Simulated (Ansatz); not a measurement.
# C₂H₇Sb: one species, many methods

The task here is to estimate one member of a computed series from the others.

Method: functionals in def2-TZVPP, the program's frozen cores in correlated methods; program: Ansatz 0.2.0, Gaussian basis.

The runs, in order: LDA (SPW92), PBE-D4, revPBE-D4, BLYP-D4, r2SCAN-D4, B97M-V, PBE0-D4, B3LYP-D4, r2SCANh-D4, r2SCAN0-D4, HSE06-D4, BHLYP-D4, CAM-B3LYP-D4, LC-ωPBE, ωB97X-V, ωB97M-V, B2PLYP, PBE-QIDH; CCSD(T)/def2-SVP; CCSD(T)/def2-TZVPP; MP2/def2-QZVPP; extrapolation to the limit; RPA on PBE.

## The geometry

An earlier PBE0-D4 in a triple-zeta def2 set relaxation fixed the geometry. Sb takes the def2 core potential; no spin-orbit term is included.

SMILES `[CH3][SbH][CH3]`, 10 atoms, charge 0, spin multiplicity 1.

Atoms are counted from 1 here; the program's logs count them from 0.

Bond lengths: C1–Sb2 2.159 Å, C1–H4 1.091 Å, C1–H5 1.090 Å, C1–H6 1.089 Å, Sb2–C3 2.159 Å, Sb2–H7 1.715 Å, C3–H8 1.091 Å, C3–H9 1.090 Å, C3–H10 1.089 Å. Angles: Sb2–C1–H4 108.8°, Sb2–C1–H5 109.6°, Sb2–C1–H6 110.6°, H4–C1–H5 108.7°, H4–C1–H6 109.5°, H5–C1–H6 109.6°, C1–Sb2–C3 95.0°, C1–Sb2–H7 93.8°, C3–Sb2–H7 93.8°, Sb2–C3–H8 108.8°, Sb2–C3–H9 109.6°, Sb2–C3–H10 110.6°, H8–C3–H9 108.7°, H8–C3–H10 109.5°, H9–C3–H10 109.6°.

Geometry (Å):

```
C    -0.8562    1.1044   -0.7809
Sb    0.5903   -0.4720   -1.0729
C     0.4554   -1.2282    0.9452
H    -1.8534    0.6640   -0.7504
H    -0.8077    1.8044   -1.6151
H    -0.6631    1.6339    0.1513
H     1.9318    0.5386   -0.7267
H    -0.4828   -1.7735    1.0533
H     1.2824   -1.9125    1.1353
H     0.4863   -0.4101    1.6639
```

Set-up of the first run:

The input, in.yaml:

```yaml
crystal:
  periodic: [false, false, false]
  atoms:
    - {symbol: C, position_ang: [-0.856216, 1.104366, -0.780883]}
    - {symbol: Sb, position_ang: [0.590338, -0.471977, -1.072907]}
    - {symbol: C, position_ang: [0.455416, -1.228186, 0.945161]}
    - {symbol: H, position_ang: [-1.853408, 0.663955, -0.750404]}
    - {symbol: H, position_ang: [-0.807713, 1.804412, -1.615114]}
    - {symbol: H, position_ang: [-0.663069, 1.633912, 0.151327]}
    - {symbol: H, position_ang: [1.931830, 0.538572, -0.726670]}
    - {symbol: H, position_ang: [-0.482773, -1.773527, 1.053281]}
    - {symbol: H, position_ang: [1.282384, -1.912520, 1.135342]}
    - {symbol: H, position_ang: [0.486309, -0.410109, 1.663866]}
basis:
  gaussian: {orbitals: def2-TZVPP}
hamiltonian: {xc: lda}
output: {orbitals: {seedname: orbitals}}
```

Steps of the session up to this table: LDA; PBE-D4 (GGA); revPBE-D4 (GGA); BLYP-D4 (GGA); r2SCAN-D4 (meta-GGA); B97M-V (meta-GGA); PBE0-D4 (hybrid); B3LYP-D4 (hybrid); r2SCANh-D4 (hybrid); r2SCAN0-D4 (hybrid); HSE06-D4 (hybrid); BHLYP-D4 (hybrid); CAM-B3LYP-D4 (range-separated); LC-ωPBE-D4 (range-separated; the results give it without D4); ωB97X-V (range-separated); ωB97M-V (range-separated); B2PLYP (double hybrid); PBE-QIDH (double hybrid).

One of the session's tables, all rows but one given; the rest of the session is left out.

It belongs to the step «Orbital energies across the functionals». 

| functional | HOMO (eV) | gap (eV) |
| --- | --- | --- |
| LDA (SPW92) | ? | ? |
| PBE-D4 | -5.68 | 4.96 |
| revPBE-D4 | -5.63 | 4.99 |
| BLYP-D4 | -5.57 | 4.91 |
| r2SCAN-D4 | -5.90 | 5.51 |
| B97M-V | -5.88 | 5.26 |
| PBE0-D4 | -6.68 | 6.69 |
| B3LYP-D4 | -6.52 | 6.28 |
| r2SCANh-D4 | -6.27 | 6.13 |
| r2SCAN0-D4 | -6.83 | 7.05 |
| HSE06-D4 | -6.29 | 5.94 |
| BHLYP-D4 | -7.58 | 8.26 |
| CAM-B3LYP-D4 | -7.93 | 8.78 |
| LC-ωPBE | -9.16 | 11.12 |
| ωB97X-V | -8.86 | 10.67 |
| ωB97M-V | -8.77 | 10.28 |

Q: Estimate the row for LDA (SPW92) from the others.

**Answer.** HOMO (eV): -5.82; gap (eV): 4.94. In the column «HOMO (eV)» it lies between B97M-V (-5.88) and PBE-D4 (-5.68).
